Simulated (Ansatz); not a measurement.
**CH₅GeNS: small, medium and large basis sets**

The task here is to estimate one member of a computed series from the others.

Program: Ansatz 0.2.0, Gaussian basis. Level of theory: one geometry, several basis sets. These are calculated values, not measurements.

Levels to be run: PBE0-D4/def2-SVP; ωB97M-V/def2-SVP; PBE0-D4/def2-QZVPP; ωB97M-V/def2-QZVPP; the functionals' def2-TZVPP values are taken from earlier runs.

## The geometry

All runs share one geometry, relaxed beforehand with PBE0-D4 in a triple-zeta def2 set.

SMILES `C[S][Ge][NH2]`, 9 atoms, charge 0, spin multiplicity 1.

Atoms are counted from 1 here; the program's logs count them from 0.

Bond lengths: C1–S2 1.808 Å, C1–H5 1.091 Å, C1–H6 1.091 Å, C1–H7 1.090 Å, S2–Ge3 2.246 Å, Ge3–N4 1.822 Å, N4–H8 1.007 Å, N4–H9 1.007 Å. Angles: S2–C1–H5 111.2°, S2–C1–H6 111.2°, S2–C1–H7 107.3°, H5–C1–H6 110.1°, H5–C1–H7 108.5°, H6–C1–H7 108.5°, C1–S2–Ge3 107.7°, S2–Ge3–N4 99.7°, Ge3–N4–H8 127.7°, Ge3–N4–H9 119.9°, H8–N4–H9 112.4°.

Set-up of the first run:

in.yaml reads:

```yaml
crystal:
  periodic: [false, false, false]
  atoms:
    - {symbol: C, position_ang: [-0.261534, 0.978581, -0.953309]}
    - {symbol: S, position_ang: [1.488978, 0.528348, -0.893579]}
    - {symbol: Ge, position_ang: [1.734287, -1.052768, 0.682502]}
    - {symbol: N, position_ang: [0.005194, -1.204374, 1.235262]}
    - {symbol: H, position_ang: [-0.879602, 0.122651, -1.228026]}
    - {symbol: H, position_ang: [-0.595095, 1.391340, -0.000201]}
    - {symbol: H, position_ang: [-0.373337, 1.745269, -1.719793]}
    - {symbol: H, position_ang: [-0.796930, -0.698799, 0.895268]}
    - {symbol: H, position_ang: [-0.233462, -1.856648, 1.964976]}
basis:
  gaussian: {orbitals: def2-SVP}
hamiltonian: {xc: pbe0, dispersion: d4}
output: {orbitals: {seedname: orbitals}}
```

Steps of the session up to this table: PBE0-D4 in def2-SVP; ωB97M-V in def2-SVP; PBE0-D4 in def2-QZVPP; ωB97M-V in def2-QZVPP.

One table of the session follows, with a row left open; its other results are not shown here.

It belongs to the step «Density functionals: the series». 

```
functional       basis  HOMO (eV)
   PBE0-D4    def2-SVP          ?
   PBE0-D4  def2-TZVPP      -6.81
   PBE0-D4  def2-QZVPP      -6.86
   ωB97M-V    def2-SVP      -8.80
   ωB97M-V  def2-TZVPP      -8.89
   ωB97M-V  def2-QZVPP      -8.95
```

Q: Estimate the row for PBE0-D4, def2-SVP from the others.

As computed: HOMO (eV): -6.71. In the column «HOMO (eV)» it is the highest.
